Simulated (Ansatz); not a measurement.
**C2H4FGa (SMILES C=[CH][GaH][F]): HSE06/cc-pVDZ**

What is the electronic atomisation energy of C2H4FGa at HSE06/cc-pVDZ? 

The results are computed with Ansatz 0.2.0.

67 further runs of the same task are left out: 2 that didn't finish, 65 set aside as unsound or not needed.

## Step 1: The system as given

The species is C2H4FGa (8 atoms), meant as a singlet with charge 0. SMILES: `C=[CH][GaH][F]`. Geometry: relaxed at PBE0-D4/def2-TZVP. This is one conformer, not always the lowest.

Bond lengths: C1–C2 1.332 Å, C2–Ga3 1.936 Å, Ga3–F4 1.763 Å, C1–H5 1.088 Å, C1–H6 1.088 Å, C2–H7 1.087 Å, Ga3–H8 1.557 Å. Angles: C1–C2–Ga3 120.9°, C2–Ga3–F4 115.4°, C1–C2–H7 118.8°, Ga3–C2–H7 120.3°, C2–C1–H5 122.2°, C2–C1–H6 122.3°, C2–Ga3–H8 129.9°, F4–Ga3–H8 114.7°, H5–C1–H6 115.5°.

## Step 2: A single-point energy at HSE06/cc-pVDZ

The input, run.yaml:

```yaml
crystal:
  periodic: [false, false, false]
  atoms:
    - symbol: C
      position_ang: [-0.837100, 1.175400, 0.060900]
    - symbol: C
      position_ang: [0.342600, 0.569500, -0.065000]
    - symbol: Ga
      position_ang: [0.481700, -1.360200, -0.007600]
    - symbol: F
      position_ang: [2.110500, -2.006100, -0.199600]
    - symbol: H
      position_ang: [-1.762100, 0.620500, 0.200100]
    - symbol: H
      position_ang: [-0.941100, 2.257800, 0.031600]
    - symbol: H
      position_ang: [1.232300, 1.179600, -0.202300]
    - symbol: H
      position_ang: [-0.626900, -2.436700, 0.182000]
basis:
  gaussian:
    orbitals: cc-pVDZ
total_charge: 0
hamiltonian:
  xc: hse06
accuracy: high
output: {orbitals: {seedname: orbitals}}
```

Command:

```
$ ansatz run run.yaml --threads 1 --pin off --max-ram 3480MiB --events-out events.jsonl --progress --plain --runs-dir runs
```

What it wrote:

```text
Warning: RAYON_NUM_THREADS=1 ignored (pool sized by the plan → 1); use --threads N
Functional definition: HSE06
  name "HSE06"
  parameter a = 0.25
  parameter omega = 0.11/bohr
  exchange = pbe_x - a*pbe_x_sr(omega) + a*exact_x_sr(omega)
  correlation = pbe_c
2037 factors; integrals over basis functions are off by at most 4.6e-9 eV
100 factors; integrals over basis functions are off by at most 1.3e-9 eV
mean field evaluation 1: about -57214.6536 eV, gradient 5.3e1 eV
mean field evaluation 2: about -57205.5625 eV, gradient 8.4e1 eV
mean field evaluation 4: about -57220.9823 eV, gradient 4.9e0 eV
mean field evaluation 8: about -57221.1609 eV, gradient 4.1e-1 eV
mean field evaluation 16: about -57221.1613 eV, gradient 1.5e-5 eV
mean field -57221.16132925 eV, -2102.8388929538 hartree, gradient 2.5e-8 eV, S^2 0.000000; 0 other end points of the search recorded, 0 dependent functions left out
reference -57221.16133322 eV, -2102.8388930995 hartree; 28, 28 occupied and 61, 61 virtual orbitals, 2037 factors
Total energy: -57221.16133322 eV, -2102.8388930995 hartree
```

Wall time 11 s (1 thread of Arm Neoverse V1, shared host); peak memory 0.33 GiB.

## Step 3: The C atom

The input, in.yaml:

```yaml
crystal:
  periodic: [false, false, false]
  atoms:
    - {symbol: C, position_ang: [0.000000, 0.000000, 0.000000]}
basis:
  gaussian: {orbitals: cc-pVDZ}
magnetization: {spin_polarized: true, initial_magnetization: 2}
hamiltonian: {xc: {name: HSE06}}
accuracy: high
```

Command:

```
$ ansatz run in.yaml --threads 1 --pin off --max-ram 3480MiB --events-out events.jsonl --progress --plain --runs-dir runs
```

What it wrote:

```text
Warning: RAYON_NUM_THREADS=1 ignored (pool sized by the plan → 1); use --threads N
Functional definition: HSE06
  name "HSE06"
  parameter a = 0.25
  parameter omega = 0.11/bohr
  exchange = pbe_x - a*pbe_x_sr(omega) + a*exact_x_sr(omega)
  correlation = pbe_c
96 factors; integrals over basis functions are off by at most 1.3e-9 eV
35 factors; integrals over basis functions are off by at most 1.0e-9 eV
mean field evaluation 1: about -1028.4180 eV, gradient 3.5e0 eV
mean field evaluation 2: about -1028.4936 eV, gradient 9.5e-1 eV
mean field evaluation 4: about -1028.4999 eV, gradient 2.5e-1 eV
mean field evaluation 8: about -1028.5004 eV, gradient 2.7e-5 eV
mean field -1028.50036262 eV, -37.7966911837 hartree, gradient 8.8e-8 eV, S^2 2.002551; 0 other end points of the search recorded, 0 dependent functions left out
reference -1028.50036435 eV, -37.7966912472 hartree; 4, 2 occupied and 10, 12 virtual orbitals, 96 factors
Total energy: -1028.50036435 eV, -37.7966912472 hartree
```

It took 0.48 s on 1 thread of Arm Neoverse V1, shared host.

## Step 4: The F atom, same level

The input, job.yaml:

```yaml
crystal:
  periodic: [false, false, false]
  atoms:
    - {symbol: F, position_ang: [0.000000, 0.000000, 0.000000]}
basis:
  gaussian:
    orbitals: cc-pVDZ
magnetization:
  spin_polarized: true
  initial_magnetization: 1
hamiltonian:
  xc: hse06
accuracy: high
```

Run the same way, it converges to -99.63182 Eh (log not shown).

## Step 5: The Ga atom at the same level

The input, run.yaml:

```yaml
crystal:
  periodic: [false, false, false]
  atoms:
    - {symbol: Ga, position_ang: [0.000000, 0.000000, 0.000000]}
basis:
  gaussian: {orbitals: cc-pVDZ}
magnetization: {spin_polarized: true, initial_magnetization: 1}
hamiltonian: {xc: {name: HSE06}}
accuracy: high
```

Run the same way, it converges to -1924.52189 Eh (log not shown).

## Step 6: The H atom

The input, in.yaml:

```yaml
crystal:
  periodic: [false, false, false]
  atoms:
    - {symbol: H, position_ang: [0.000000, 0.000000, 0.000000]}
basis:
  gaussian:
    orbitals: cc-pVDZ
magnetization:
  spin_polarized: true
  initial_magnetization: 1
hamiltonian:
  xc: {name: HSE06}
accuracy: high
```

Run the same way, it converges to -0.50000 Eh (log not shown).

## Step 7: Outcome

Level: HSE06/cc-pVDZ.

| quantity | value |
| --- | --- |
| molecule: total energy | -2102.83889 Eh |
| molecule: HOMO energy | -7.93 eV |
| molecule: LUMO energy | -1.91 eV |
| molecule: HOMO–LUMO gap | 6.02 eV |
| C atom: total energy | -37.79669 Eh |
| C atom: ⟨S²⟩ | 2.003 |
| F atom: total energy | -99.63182 Eh |
| F atom: ⟨S²⟩ | 0.751 |
| Ga atom: total energy | -1924.52189 Eh |
| Ga atom: ⟨S²⟩ | 0.753 |
| H atom: total energy | -0.50000 Eh |
| H atom: ⟨S²⟩ | 0.750 |
| electronic atomisation energy | 29.709 eV |

In words: Taking the molecule apart into free atoms costs 29.71 eV (2866 kJ/mol), before zero-point energy and without spin-orbit coupling.
